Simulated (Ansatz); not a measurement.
# In5Sb2As3: from a guess to a relaxed structure

The task: take a trial cell of In5Sb2As3 to zero force and stress.

Program: Ansatz 0.2.0. Level of theory: DFT PBE, scalar-relativistic, plane waves, PAW. These are calculated values, not measurements.

### 1 Starting point

Symmetry: Pmm2, No. 25, orthorhombic system. Conventional cell: a = 2.949 Å, b = 5.677 Å, c = 15.490 Å, α = 90.00°, β = 90.00°, γ = 90.00°. Around In (site symmetry mm2) lie 2 As at 2.94 Å and 4 In at 2.95 to 3.10 Å. In (site symmetry mm2) has 2 Sb at 2.94 Å and 4 In at 2.95 to 3.10 Å as nearest neighbours. Sb (site symmetry mm2) has 2 In at 2.94 Å and 2 Sb at 2.95 Å and 2 As at 3.10 Å as nearest neighbours. Around As (site symmetry mm2) lie 2 In at 2.94 Å and 2 As at 2.95 Å and 2 Sb at 3.10 Å. Only part of the 10 independent sites is listed.

Coordinates:

```
CELL_PARAMETERS angstrom
2.94943 0.00000 0.00000
0.00000 5.67657 0.00000
0.00000 0.00000 15.48981
ATOMIC_POSITIONS crystal
In 0.00000 0.00000 0.00000
In 0.00000 0.00000 0.20000
In 0.00000 0.00000 0.40000
In 0.00000 0.00000 0.60000
In 0.00000 0.00000 0.80000
Sb 0.00000 0.50000 0.15000
Sb 0.00000 0.50000 0.55000
As 0.00000 0.50000 0.35000
As 0.00000 0.50000 0.75000
As 0.00000 0.50000 0.95000
```

The start is an ordering of an alloy on its end members' structure types: elements ordered on the sites of the InSb type, As/Sb on Sb (Pmm2, No. 25).

### 2 A first look at the guess

input.yaml reads:

```yaml
crystal:
  lattice:
    - [2.94942941, 0.0, 0.0]
    - [0.0, 5.6765656, 0.0]
    - [0.0, 0.0, 15.48980951]
  atoms:
    - { symbol: In, position: [0.0, 0.0, 0.0] }
    - { symbol: In, position: [0.0, 0.0, 0.2] }
    - { symbol: In, position: [0.0, 0.0, 0.4] }
    - { symbol: In, position: [0.0, 0.0, 0.6] }
    - { symbol: In, position: [0.0, 0.0, 0.8] }
    - { symbol: Sb, position: [0.0, 0.5, 0.15] }
    - { symbol: Sb, position: [0.0, 0.5, 0.55] }
    - { symbol: As, position: [0.0, 0.5, 0.35] }
    - { symbol: As, position: [0.0, 0.5, 0.75] }
    - { symbol: As, position: [0.0, 0.5, 0.95] }
basis:
  ecutwfc: 420
kpoints:
  mp_grid: { grid: [6, 4, 1] }
hamiltonian:
  xc: pbe
scf:
  occupations: { method: gaussian, width: 0.1 }
  lower_state_search: "off"
output:
  forces: true
  stress: true
  eigenvalues: true
```

Launch:

```sh
ansatz run input.yaml --threads 1 --pin off --max-ram 2560MiB --backend cpu --events-out ev --progress --plain --runs-dir out
```

Standard output (excerpt; [...] marks lines left out):

```text
[...]
SCF converged after 10 iterations
Free energy (F): -55524.858248 eV
[...]
E sigma→0 (E₀):  -55524.833758 eV
Entropy (-TS):   -0.048981 eV (-4.898 meV/atom)
Fermi energy:    9.851516 eV
[...]
--- Forces (eV/Å), atoms counted from 1 ---
  atom   1  In     0.00000000    -0.00000000    -0.07531358
  atom   2  In    -0.00000000     0.00000000     0.26264128
  atom   3  In     0.00000000     0.00000000    -0.04740471
  atom   4  In    -0.00000000    -0.00000000     0.24836000
  atom   5  In    -0.00000000     0.00000000     0.03609600
  atom   6  Sb     0.00000000     0.00000000    -0.29698222
  atom   7  Sb     0.00000000     0.00000000    -0.06726868
  atom   8  As     0.00000000    -0.00000000    -0.02098130
[...]
--- Stress (GPa, compression-positive) ---
       -2.762068      -0.000000      -0.000000
       -0.000000       0.893351      -0.000000
       -0.000000      -0.000000       4.228830
  P = ⅓ Tr σ = 0.7867 GPa (7.867 kbar)
--- Band table (eV; the first three rows and the last of 12) ---
[...]
```

Run time: 18 s. Hardware: 1 thread of Intel Xeon Platinum 8488C (Sapphire Rapids), shared host; peak memory 0.63 GiB.

Read-out: pressure 0.8 GPa, largest force 0.30 eV/Å, gap on this mesh none (metal). The relaxation goes to the converged mesh at once.

### 3 Full relaxation

input.yaml, as its differences from that of step 2:

```diff
@@ -19,3 +19,3 @@
 kpoints:
-  mp_grid: { grid: [6, 4, 1] }
+  mp_grid: { grid: [12, 8, 4] }
 hamiltonian:
@@ -24,3 +24,2 @@
   occupations: { method: gaussian, width: 0.1 }
-  lower_state_search: "off"
 output:
@@ -29 +28,10 @@
   eigenvalues: true
+  write_density: true
+  write_potential: true
+  elf: true
+  volumetric_format: npy
+relax:
+  adjacent_minimum: "off"
+  f_tol: 0.01
+  max_steps: 80
+  cell: { stress_tol: 0.05 }
```

Launch:

```sh
ansatz run input.yaml --threads 1 --pin off --max-ram 2560MiB --backend cpu --events-out ev --progress --plain --runs-dir out
```

Standard output:

```text
Warning: RAYON_NUM_THREADS=1 ignored (pool sized by the plan → 1); use --threads N
Engine: ansatz 0.2.0, x86_64-unknown-linux-gnu
Pseudopotentials: kind: paw
Pseudopotential: In, paw, valence charge 13, recommended cutoff 420 eV (normal), In.paw.azcp
Pseudopotential: Sb, paw, valence charge 15, recommended cutoff 420 eV (normal), Sb.paw.azcp
Pseudopotential: As, paw, valence charge 15, recommended cutoff 420 eV (normal), As.paw.azcp
Functional definition: PBE
  parameter kappa = 0.804
  parameter beta = 0.06672455060314922
  exchange = pbe_x(kappa = kappa, mu = beta*pi^2/3)
  correlation = pbe_c(beta = beta)
Crystal: 10 atoms, lattice volume = 259.340 Å³
Basis set: ecut = 420 eV, 5053 PW (Γ), exchange–correlation on 40×80×216 points (8 copies of the dense FFT grid, shifted against one another)
Bands: 84, of which v1, the nominal top of the filled ones, is band 70 counted from 1 (69 counted from 0)
Symmetry: 4 space group operations
Space group: Pmm2 (ITA 25), of the structure as read, at distance tolerance 6.4e-5 Å
k-points: 105 of 384 (time reversal used)
Non-local potential: In, projectors of the file, l = 0: 2, l = 1: 2, l = 2: 2, l = 3: 2
Non-local potential: Sb, projectors of the file, l = 0: 2, l = 1: 2, l = 2: 2, l = 3: 2
Non-local potential: As, projectors of the file, l = 0: 2, l = 1: 2, l = 2: 3, l = 3: 1
PAW form: soft (Blöchl's): semilocal exchange-correlation on the pseudo side does not see the compensation charge
PAW one-centre angular grid: In, 590 points (default); XC on 64 Gauss nodes
PAW one-centre angular grid: Sb, 590 points (default); XC on 64 Gauss nodes
PAW one-centre angular grid: As, 590 points (default); XC on 64 Gauss nodes
Initial density: superposition of atomic densities (neutral atoms: chi_scale 0, normalization atom), corrected by the library's trained network
Initial wavefunctions: pseudopotential atomic-orbital guess
Functional: x = pbe(κ = 0.804, μ = 0.2195149727645171), c = pbe(β = 0.06672455060314922)
SCF iter   1: F=—  HF=-55525.151376 eV  |F-HF|=—  |Δ(HF+E_count)|=         —  Δρ=1.84e-3  dr2=4.01e-2  ethr=1.77e-3  ⟨swp⟩=7.1  Hψ=34066  notcnv=0  defer=58
preconditioner: auto → Kerker (q_TF=auto, 2.462 Å⁻¹)  [metal: Δε(μ)=0.008 eV  Ē_g=13.017 eV  σ=0.100 eV  W_gap=0.04  n_scr=70 (ndim 8)  ℏωp=21.9 eV  f_vac=0.000  D(μ)=5.43/eV (n_scr^D=22)]
SCF iter   2: F=—  HF=-55525.140623 eV  |F-HF|=—  |Δ(HF+E_count)|=   1.08e-2  Δρ=1.22e-3  dr2=1.89e-2  ethr=2.86e-5  ⟨swp⟩=2.1  Hψ=14961  notcnv=0  defer=73
SCF iter   3: F=—  HF=-55525.138614 eV  |F-HF|=—  |Δ(HF+E_count)|=   2.01e-3  Δρ=7.18e-4  dr2=1.59e-3  ethr=1.35e-5  ⟨swp⟩=2.0  Hψ=15381  notcnv=0  defer=73
SCF iter   4: F=—  HF=-55525.137840 eV  |F-HF|=—  |Δ(HF+E_count)|=   7.74e-4  Δρ=3.74e-4  dr2=3.67e-4  ethr=1.14e-6  ⟨swp⟩=2.0  Hψ=15452  notcnv=0  defer=73
SCF iter   5: F=—  HF=-55525.137777 eV  |F-HF|=—  |Δ(HF+E_count)|=   6.31e-5  Δρ=1.48e-4  dr2=9.52e-5  ethr=2.62e-7  ⟨swp⟩=2.0  Hψ=13924  notcnv=0  defer=73
SCF iter   6: F=—  HF=-55525.137739 eV  |F-HF|=—  |Δ(HF+E_count)|=   3.76e-5  Δρ=7.88e-5  dr2=2.15e-5  ethr=6.80e-8  ⟨swp⟩=2.0  Hψ=15484  notcnv=0  defer=73
SCF iter   7: F=—  HF=-55525.137736 eV  |F-HF|=—  |Δ(HF+E_count)|=   3.75e-6  Δρ=1.37e-5  dr2=9.18e-7  ethr=1.54e-8  ⟨swp⟩=2.0  Hψ=15201  notcnv=0  defer=73
SCF iter   8: F=—  HF=-55525.137736 eV  |F-HF|=—  |Δ(HF+E_count)|=   1.81e-7  Δρ=4.72e-6  dr2=3.71e-7  ethr=6.56e-10  ⟨swp⟩=2.0  Hψ=15522  notcnv=0  defer=73
SCF iter   9: F=-55525.137736 eV  HF=-55525.137736 eV  |F-HF|=2.34e-8  |Δ(HF+E_count)|=   1.45e-8  Δρ=2.22e-6  dr2=3.22e-8  ethr=7.14e-11  ⟨swp⟩=12.8  Hψ=67697  notcnv=0
SCF 1 converged in 9 iterations: F = -55525.137736 eV  dr2 = 3.22e-8
relax step   1: F+E_penalty+E_count = -55525.13773569 eV  Δ(F+E_penalty+E_count) = +0.000e0 eV  max|allowed force component| = 3.223e-1 eV/Å  Δτ_max = 0.0000 Å  P = +0.641 GPa  Ω = 259.340 Å³  (9 SCF iters, dr2 threshold 1.00e-7 eV, accepted)
[... from here on, the SCF cycles and remarks between the steps are left out ...]
relax step   2: F+E_penalty+E_count = -55525.27801313 eV  Δ(F+E_penalty+E_count) = -1.403e-1 eV  max|allowed force component| = 1.761e-1 eV/Å  Δτ_max = 0.1318 Å  P = -0.157 GPa  Ω = 262.921 Å³  energy of the carried Pulay correction = -8.006e-4 eV  (8 SCF iters, dr2 threshold 1.00e-6 eV, accepted)
relax step   3: F+E_penalty+E_count = -55525.32643839 eV  Δ(F+E_penalty+E_count) = -4.843e-2 eV  max|allowed force component| = 1.600e-1 eV/Å  Δτ_max = 0.1221 Å  P = +0.388 GPa  Ω = 261.527 Å³  energy of the carried Pulay correction = -4.902e-4 eV  (7 SCF iters, dr2 threshold 1.00e-6 eV, accepted)
relax step   4: F+E_penalty+E_count = -55525.35107997 eV  Δ(F+E_penalty+E_count) = -2.464e-2 eV  max|allowed force component| = 4.196e-1 eV/Å  Δτ_max = 0.1804 Å  P = +0.426 GPa  Ω = 264.246 Å³  energy of the carried Pulay correction = -1.094e-3 eV  (8 SCF iters, dr2 threshold 1.00e-6 eV, accepted)
relax step   5: F+E_penalty+E_count = -55525.43422265 eV  Δ(F+E_penalty+E_count) = -8.314e-2 eV  max|allowed force component| = 1.472e-1 eV/Å  Δτ_max = 0.1981 Å  P = +0.480 GPa  Ω = 265.959 Å³  energy of the carried Pulay correction = -1.471e-3 eV  (9 SCF iters, dr2 threshold 1.00e-6 eV, accepted)
relax step   6: F+E_penalty+E_count = -55525.46202932 eV  Δ(F+E_penalty+E_count) = -2.781e-2 eV  max|allowed force component| = 1.642e-1 eV/Å  Δτ_max = 0.1709 Å  P = +0.213 GPa  Ω = 270.861 Å³  energy of the carried Pulay correction = -2.537e-3 eV  (8 SCF iters, dr2 threshold 1.00e-6 eV, accepted)
relax step   7: F+E_penalty+E_count = -55525.46044300 eV  Δ(F+E_penalty+E_count) = +1.586e-3 eV  max|allowed force component| = 3.840e-1 eV/Å  Δτ_max = 0.1946 Å  P = -0.710 GPa  Ω = 275.502 Å³  energy of the carried Pulay correction = -3.528e-3 eV  (8 SCF iters, dr2 threshold 1.00e-6 eV, rejected (line search))
relax step   8: F+E_penalty+E_count = -55525.48128937 eV  Δ(F+E_penalty+E_count) = -1.926e-2 eV  max|allowed force component| = 9.037e-2 eV/Å  Δτ_max = 0.0960 Å  P = -0.039 GPa  Ω = 271.936 Å³  energy of the carried Pulay correction = -2.768e-3 eV  (12 SCF iters, accepted)
relax step   9: F+E_penalty+E_count = -55525.49678077 eV  Δ(F+E_penalty+E_count) = -1.549e-2 eV  max|allowed force component| = 9.188e-2 eV/Å  Δτ_max = 0.1000 Å  P = -0.020 GPa  Ω = 272.157 Å³  energy of the carried Pulay correction = -2.816e-3 eV  (8 SCF iters, dr2 threshold 5.10e-7 eV, accepted)
relax step  10: F+E_penalty+E_count = -55525.52248043 eV  Δ(F+E_penalty+E_count) = -2.570e-2 eV  max|allowed force component| = 1.173e-1 eV/Å  Δτ_max = 0.1462 Å  P = -0.058 GPa  Ω = 271.945 Å³  energy of the carried Pulay correction = -2.770e-3 eV  (9 SCF iters, dr2 threshold 5.28e-7 eV, accepted)
relax step  11: F+E_penalty+E_count = -55525.53999624 eV  Δ(F+E_penalty+E_count) = -1.752e-2 eV  max|allowed force component| = 1.529e-1 eV/Å  Δτ_max = 0.1920 Å  P = +0.222 GPa  Ω = 271.592 Å³  energy of the carried Pulay correction = -2.694e-3 eV  (8 SCF iters, dr2 threshold 8.60e-7 eV, accepted)
relax step  12: F+E_penalty+E_count = -55525.55228337 eV  Δ(F+E_penalty+E_count) = -1.229e-2 eV  max|allowed force component| = 6.982e-2 eV/Å  Δτ_max = 0.1521 Å  P = +0.012 GPa  Ω = 273.374 Å³  energy of the carried Pulay correction = -3.076e-3 eV  (9 SCF iters, dr2 threshold 1.00e-6 eV, accepted)
relax step  13: F+E_penalty+E_count = -55525.55930189 eV  Δ(F+E_penalty+E_count) = -7.019e-3 eV  max|allowed force component| = 1.443e-2 eV/Å  Δτ_max = 0.0746 Å  P = -0.061 GPa  Ω = 273.609 Å³  energy of the carried Pulay correction = -3.126e-3 eV  (8 SCF iters, dr2 threshold 3.05e-7 eV, accepted)
relax step  14: F+E_penalty+E_count = -55525.56051165 eV  Δ(F+E_penalty+E_count) = -1.210e-3 eV  max|allowed force component| = 2.312e-2 eV/Å  Δτ_max = 0.0418 Å  P = +0.108 GPa  Ω = 272.639 Å³  energy of the carried Pulay correction = -2.919e-3 eV  (9 SCF iters, dr2 threshold 2.57e-8 eV, accepted)
relax step  15: F+E_penalty+E_count = -55525.56090637 eV  Δ(F+E_penalty+E_count) = -3.947e-4 eV  max|allowed force component| = 1.152e-2 eV/Å  Δτ_max = 0.0311 Å  P = +0.013 GPa  Ω = 273.207 Å³  energy of the carried Pulay correction = -3.040e-3 eV  (8 SCF iters, dr2 threshold 3.74e-8 eV, accepted)
relax step  16: F+E_penalty+E_count = -55525.56085300 eV  Δ(F+E_penalty+E_count) = +5.337e-5 eV  max|allowed force component| = 1.945e-2 eV/Å  Δτ_max = 0.0116 Å  P = -0.019 GPa  Ω = 273.242 Å³  energy of the carried Pulay correction = -3.048e-3 eV  (8 SCF iters, dr2 threshold 8.29e-9 eV, rejected (line search))
relax step  17: F+E_penalty+E_count = -55525.56098292 eV  Δ(F+E_penalty+E_count) = -7.655e-5 eV  max|allowed force component| = 4.718e-3 eV/Å  Δτ_max = 0.0058 Å  P = +0.004 GPa  Ω = 273.178 Å³  energy of the carried Pulay correction = -3.034e-3 eV  (10 SCF iters, accepted)
relax step  18: F+E_penalty+E_count = -55525.56400456 eV  Δ(F+E_penalty+E_count) = -3.022e-3 eV  max|allowed force component| = 4.637e-3 eV/Å  Δτ_max = 0.0000 Å  P = +0.003 GPa  Ω = 273.178 Å³  stress off target by 1.06e-2 GPa  SCF on the basis re-selected at this cell (its energy is not comparable with the rows above)  (6 SCF iters)
basis re-selected at this cell: Δ(F+E_penalty+E_count) = -3.022e-3 eV, ΔP = -0.001 GPa vs the last step (what re-selecting the basis moved, of the pressure what is left beyond the Pulay correction that the steps carried, after the strain that the cell walked since its last selection, with what the two solves' SCF thresholds leave and, on support functions, any second-order correction that the steps lacked; it is no measure of the basis error at this ecutwfc). The dense FFT grid was sized anew with the basis: this SCF ran on 20×45×108 points, the steps before it on 20×40×108, so part of this shift can come from that change (see relax.cell in the input reference). This SCF's stress stands 1.06e-2 GPa from its target on what of the cell is left free (relax.cell.stress_tol is 5.00e-2 GPa) and its largest allowed force component is 4.64e-3 eV/Å (relax.f_tol is 1.00e-2 eV/Å): within both
SCF converged after 6 iterations
Free energy (F): -55525.564005 eV
Harris-Foulkes:  -55525.564005 eV  (|F-HF|=0.00e0)
Internal energy: -55525.542781 eV  (E = F + TS)
E sigma→0 (E₀):  -55525.553393 eV
Entropy (-TS):   -0.021224 eV (-2.122 meV/atom)
Fermi energy:    9.116397 eV
--- Per-component energies (eV) ---
  E_band       = -1292.951102
  E_kinetic    = 1925.386696
  E_local      = -14621.074877  (includes V_loc(G=0)·N_el)
  E_nonlocal   = 542.746593
  E_hartree    = 6787.792597
  E_xc         = -1590.905868
  E_vxc        = -925.565733  (∫ρ·V_xc dr)
  E_paw        = -35418.303146  (= ΣΔE_a)
  E_vpaw       = -1790.028838  (= ΣTr[D̂ρ^β])
  E_aug_tail   = 0.000148  (compensation charges beyond the density's cutoff)
  E_ewald      = -13151.184924
  E_smearing   = -0.021224  (= −TS)
  E_closure    = 0.000000  (closes the sum)
  Σ components = -55525.564005   (vs F -55525.564005, Δ=0.00e0)
--- Forces (eV/Å), atoms counted from 1 ---
  atom   1  In    -0.00000000     0.00000000    -0.00174184
  atom   2  In     0.00000000    -0.00000000     0.00312442
  atom   3  In    -0.00000000     0.00000000    -0.00011462
  atom   4  In    -0.00000000     0.00000000    -0.00183941
  atom   5  In     0.00000000    -0.00000000     0.00017415
  atom   6  Sb     0.00000000    -0.00000000    -0.00109120
  atom   7  Sb    -0.00000000     0.00000000     0.00310660
  atom   8  As     0.00000000    -0.00000000     0.00061392
  atom   9  As    -0.00000000     0.00000000    -0.00463699
  atom  10  As     0.00000000    -0.00000000     0.00240508
  max |Σ_I F_I| component: 1.12e-7 eV/Å
--- Stress (GPa, compression-positive) ---
       -0.002000      -0.000000       0.000000
       -0.000000      -0.000792      -0.000000
        0.000000      -0.000000       0.010565
  P = ⅓ Tr σ = 0.0026 GPa (0.026 kbar)
--- Band table (eV; the first three rows and the last of 105) ---
  k-point 0: bands = ["-26.6755", "-26.6278", "-26.6227", "-26.6103", "-26.5935", "-26.5881", "-26.5814", "-26.5796", "-26.5779", "-26.5733", "-26.5406", "-26.5373", "-26.5264", "-26.5258", "-26.5213", "-20.1048", "-20.1040", "-19.9231", "-19.9221", "-19.9133", "-19.9124", "-19.9117", "-19.9108", "-19.8926", "-19.8918", "-5.9145", "-5.8534", "-5.8276", "-5.7692", "-5.7690", "-5.6430", "-5.5419", "-5.4971", "-5.4707", "-5.4634", "-5.3444", "-5.3108", "-5.2853", "-5.2770", "-5.2744", "-5.2470", "-5.2411", "-5.2185", "-5.2179", "-5.1894", "-5.1802", "-5.1703", "-5.1700", "-5.1490", "-5.1195", "-3.5150", "-3.0392", "-1.8985", "-0.9907", "-0.8229", "2.0813", "2.6515", "2.7641", "4.4644", "4.5275", "4.5860", "4.8949", "4.9941", "5.1143", "5.2955", "6.3769", "6.6360", "8.0771", "8.6750", "8.7980", "9.9058", "12.5083", "12.6145", "12.6765", "12.8605", "13.0916", "13.3891", "13.4915", "14.2382", "14.5807", "14.9167", "15.0752", "15.2222", "15.6078"]
[... 3 lines left out ...]
--- Relaxed structure (17 steps of the walk, 15 accepted, 1 SCFs on fresh bases) ---
  F+E_penalty+E_count = -55525.56400456 eV   max|allowed force component| = 4.637e-3 eV/Å   (the final SCF, on the basis selected at the relaxed cell)
  cell:  # Å, volume = 273.1781 Å³
    - [2.9543964350301026, -9.71507414785541e-18, 9.220433771028002e-19]
    - [-1.8697940531204415e-17, 6.013397752035712, 1.7595461514513581e-32]
    - [4.842386199464747e-18, 4.8013247147245417e-32, 15.376491019722572]
  atoms:
    - { symbol: In, position: [7.503408042459873e-18, -2.6491035299544758e-33, -0.025737731137373876] }
    - { symbol: In, position: [8.011937345261095e-18, -2.9761657794702166e-33, 0.17251794276481694] }
    - { symbol: In, position: [7.244535272666436e-18, -2.4634504486722645e-33, 0.3751502383972733] }
    - { symbol: In, position: [6.456127300471e-18, -2.2953111243092596e-33, 0.5778545871811994] }
    - { symbol: In, position: [6.95236008158076e-18, -1.9871216521203347e-33, 0.7761524398596783] }
    - { symbol: Sb, position: [-1.130768913596058e-17, 0.49999999999999994, 0.18878694336219862] }
    - { symbol: Sb, position: [-3.0244259000410746e-18, 0.49999999999999994, 0.560374200659178] }
    - { symbol: As, position: [-7.190780380999348e-18, 0.49999999999999994, 0.3746653748625658] }
    - { symbol: As, position: [-1.2994519111989615e-17, 0.49999999999999994, 0.7945730043296714] }
    - { symbol: As, position: [-1.6509535134485409e-18, 0.49999999999999994, 0.9556629997207924] }
```

Run time: 70 min. Hardware: 1 thread of Intel Xeon Platinum 8488C (Sapphire Rapids), shared host; peak memory 1.9 GiB.

The steps of the relaxation:

```csv
step,energy from step 1 (eV/cell),largest force component (eV/Å),pressure (GPa),volume (Å³)
1,0.0000,0.3223,0.64,259.34
2,-0.1403,0.1761,-0.16,262.92
3,-0.1887,0.1600,0.39,261.53
4,-0.2133,0.4196,0.43,264.25
5,-0.2965,0.1472,0.48,265.96
6,-0.3243,0.1642,0.21,270.86
7,-0.3227,0.3840,-0.71,275.50
8,-0.3436,0.0904,-0.04,271.94
9,-0.3590,0.0919,-0.02,272.16
10,-0.3847,0.1173,-0.06,271.95
11,-0.4023,0.1529,0.22,271.59
12,-0.4145,0.0698,0.01,273.37
13,-0.4216,0.0144,-0.06,273.61
14,-0.4228,0.0231,0.11,272.64
15,-0.4232,0.0115,0.01,273.21
16,-0.4231,0.0194,-0.02,273.24
17,-0.4232,0.0047,0.00,273.18
18,-0.4263,0.0046,0.00,273.18
```

Step 1 is the start. Step 18 repeats the geometry before it on a plane-wave basis chosen anew for that cell, so its energy need not be comparable with the rows above. Steps 7, 16 were tried and not accepted.

|  | before | after | change |
| --- | --- | --- | --- |
| a (Å) | 2.949 | 2.954 | +0.2 % |
| b (Å) | 5.677 | 6.013 | +5.9 % |
| c (Å) | 15.490 | 15.376 | -0.7 % |
| volume (Å³/atom) | 25.93 | 27.32 | +5.3 % |
| shortest distance (Å) | 2.942 | 2.477 | -15.8 % |
| space group (0.01 Å) | Pmm2 | Pmm2 | same |

Forces and stress were held to the start's 4 operations: a distortion of lower symmetry was not tested.

Density in a lattice plane of the grid's cell (edges 6.01 and 15.38 Å, at 0.000 of the third edge), which holds In and Sb and As.

Ten even steps from '0' (0.06 e/Å³) to '9' (28.89 e/Å³):
```
2000191000
0000000000
0000000000
2000191000
2000000000
0000000000
0000000000
2000010000
2000161000
0000000000
0000000000
2000030000
2000040000
0000000000
0000000000
2000161000
2000010000
0000000000
0000000000
2000000000
```
Columns run along the first of these edges and rows up along the second, over one cell in 10 and 20 even steps from the bottom left corner. Atoms in the plane (fractional): In at (1.00, 0.97), In at (1.00, 0.17), In at (1.00, 0.38), In at (1.00, 0.58), In at (1.00, 0.78), Sb at (0.50, 0.19), Sb at (0.50, 0.56), As at (0.50, 0.37), As at (0.50, 0.79), As at (0.50, 0.96).

ELF in the same plane.

Ten even steps from ' ' (0.00) to '@' (0.73):
```
  ----@@##--##@@----
----::++%%%%%%++::--
----::++%%%%%%++::--
  ----@@##--##@@----
  ----%%@@%%@@%%----
----::..--==--..::--
--------**##**------
  ::--##==::==##--::
  --==##::  ::##==--
------++++==++++----
----::--##%%##--::--
  ----%%%%==%%%%----
  ----%%%%--%%%%----
----::--##%%##--::--
------++++==++++----
  ----##::  ::##----
  ::--##==::==##--::
--------******------
----::..--==--..::--
  ----%%@@@@@@%%----
```
Columns run along the first of these edges and rows up along the second, over one cell in 10 and 20 even steps from the bottom left corner. Atoms in the plane (fractional): In at (1.00, 0.97), In at (1.00, 0.17), In at (1.00, 0.38), In at (1.00, 0.58), In at (1.00, 0.78), Sb at (0.50, 0.19), Sb at (0.50, 0.56), As at (0.50, 0.37), As at (0.50, 0.79), As at (0.50, 0.96).

Both are smooth fields of the valence electrons: close to the nuclei they are not physical.

The highest ELF values outside the cores: 0.74 on the As–In line, 1.0 Å from As; 0.73 in the shell around As, 0.9 Å from As; 0.73 beside As, off the lines to its neighbours, 0.9 Å from As.

### 4 Results

| quantity | value |
| --- | --- |
| symmetry at the end (tolerance 0.05 Å) | space group Pmmm (No. 47) |
| conventional cell | a = 2.954 Å, b = 6.013 Å, c = 15.376 Å, α = 90.00°, β = 90.00°, γ = 90.00° |
| volume | 27.32 Å³/atom |
| energy over the elements | +0.11 eV/atom |
| gap on the mesh | none (metal) |

What this shows: The symmetry goes from space group Pmm2 (No. 25) to space group Pmmm (No. 47) (read at 0.05 Å; 0.001 Å gives Pmm2 (No. 25)), and the volume per atom grows by 5.3 % from the first guess. The formation energy is positive, so the separate elements lie lower. No finished test with a distortion of lower symmetry is shown, so the end may be a saddle point. Spin-orbit coupling is left out for Sb.
